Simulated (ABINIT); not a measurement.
Crystal: PtSe.

```
Pt Se
1.0
     0.00000    2.79841    2.79841
     2.79841    0.00000    2.79841
     2.79841    2.79841    0.00000
Pt Se
1 1
Direct
  0.50000 0.50000 0.50000
  0.00000 0.00000 0.00000
```

The cell comes from a database or a generator and needn't be the stable form of this composition.

Program: ABINIT 10.8.3 (patched build). Alike in all runs: task single point; level HSE06; potentials or basis SG15 NC PBE v1.2; no spin polarisation; cell as given; k mesh 3 × 3 × 3; cutoff (eV) 707; smearing fermi-dirac 0.05 eV; the mesh is coarse, so values aren't converged.

Q: Order these runs on this cell by their pressure, lowest first.
A. share of exact exchange 0.25
B. share of exact exchange 0.05
C. share of exact exchange 0.15
D. share of exact exchange 0.5
E. share of exact exchange 0.35

A: D (-21.4 GPa), E (-19.1 GPa), A (-16.9 GPa), C (-15.1 GPa), B (-13.5 GPa).

Caveats: all runs use coarse meshes; Libxc's HSE differs a little from that of other programs; the potentials were made for another functional, which shifts forces and pressure.
